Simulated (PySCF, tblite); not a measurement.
# C₈H₁₅NO: infrared bands and NMR shifts

Aim: predict the infrared bands and NMR shifts of C₈H₁₅NO (`CN(C=O)CC1CCCC1`).

Programs: tblite 0.8.0 and PySCF 2.14.0, with density-fitted response routines of our own. Each step states its level of theory. These are calculated values for one molecule in the gas phase, unless marked as measured. Atoms count from 0, in the outputs and in this text.

### 1 Starting geometry

25 atoms, charge 0, multiplicity 1; geometry from: GFN2-xTB.

Bonds of the start (Å): C0–N1 1.44, N1–C2 1.34, C2–O3 1.21, N1–C4 1.45, C4–C5 1.53, C5–C6 1.54, C6–C7 1.53, C7–C8 1.52, C8–C9 1.53, C9–C5 1.54, C0–H10 1.09, C0–H11 1.09, C0–H12 1.09, C2–H13 1.11, C4–H14 1.10, C4–H15 1.09, C5–H16 1.09, C6–H17 1.09, C6–H18 1.09, C7–H19 1.09, C7–H20 1.09, C8–H21 1.09, C8–H22 1.09, C9–H23 1.09, C9–H24 1.09.

### 2 Vibrational analysis with GFN2-xTB

The job: settings as JSON, then the geometry in Å.

```
{"job": {"kind": "ir", "xc": "GFN2-xTB", "basis": "xTB"}, "charge": 0, "multiplicity": 1}
C      2.425156    -1.595146    -0.274953
N      2.023179    -0.230256    -0.061838
C      2.646408     0.802586    -0.651051
O      2.360558     1.969275    -0.514808
C      0.914321     0.014884     0.838125
C     -0.439651    -0.421575     0.269553
C     -1.567630    -0.174448     1.288296
C     -2.750387     0.304924     0.451296
C     -2.078955     1.178456    -0.602831
C     -0.833162     0.378242    -0.990709
H      3.353460    -1.620627    -0.843259
H      2.583960    -2.093041     0.684997
H      1.662801    -2.146838    -0.831060
H      3.482729     0.472513    -1.296256
H      1.103176    -0.511068     1.781256
H      0.900888     1.091612     1.024497
H     -0.393045    -1.488227     0.032412
H     -1.270269     0.615479     1.980063
H     -1.799002    -1.065634     1.870491
H     -3.243353    -0.544147    -0.025815
H     -3.487802     0.845423     1.042822
H     -1.787438     2.131047    -0.158785
H     -2.723466     1.381302    -1.456740
H     -0.025564     1.031229    -1.316505
H     -1.067846    -0.301821    -1.810997
```

**Question.** This job is followed by: GIAO PBE0/pcSseg-1 NMR shielding, non-relativistic, gas phase. What will the session give for the following? strongest single infrared mode (GFN2-xTB); zero-point energy (GFN2-xTB); ¹³C shifts against TMS (PBE0/pcSseg-1, means over atoms taken as alike); ¹H shifts against TMS (PBE0/pcSseg-1, means over atoms taken as alike); ¹⁵N shifts against NH3 (PBE0/pcSseg-1); ¹⁷O shifts against H2O (PBE0/pcSseg-1).

The runs gave:

| quantity | value |
| --- | --- |
| strongest single infrared mode (GFN2-xTB) | 1756 cm⁻¹, 630 km/mol |
| zero-point energy (GFN2-xTB) | 138.2 kcal/mol |
| ¹³C shifts against TMS (PBE0/pcSseg-1, means over atoms taken as alike) | 164.8, 51.5, 37.4, 35.3, 32.4, 30.7 ppm |
| ¹H shifts against TMS (PBE0/pcSseg-1, means over atoms taken as alike) | 8.15, 3.38, 2.93, 2.30, 1.68, 1.65, 1.56, 1.40 ppm |
| ¹⁵N shifts against NH3 (PBE0/pcSseg-1) | 136.7 ppm |
| ¹⁷O shifts against H2O (PBE0/pcSseg-1) | 408.6 ppm |

In words: All 69 modes are real, so the xTB geometry is a minimum. The strongest single mode, at 1756 cm⁻¹, moves mainly C2 and O3. Unscaled tight-binding wavenumbers are off by several per cent, some by more. Its intensities can rank the bands wrongly. The most deshielded carbon is C2 (amide carbonyl carbon), at 164.8 ppm: it is a carbonyl in resonance with an O or N lone pair, the region of acids, esters and amides. At PBE0/pcSseg-1: Shielding is most anisotropic at O3 (span 681 ppm, paramagnetic term -477 ppm).
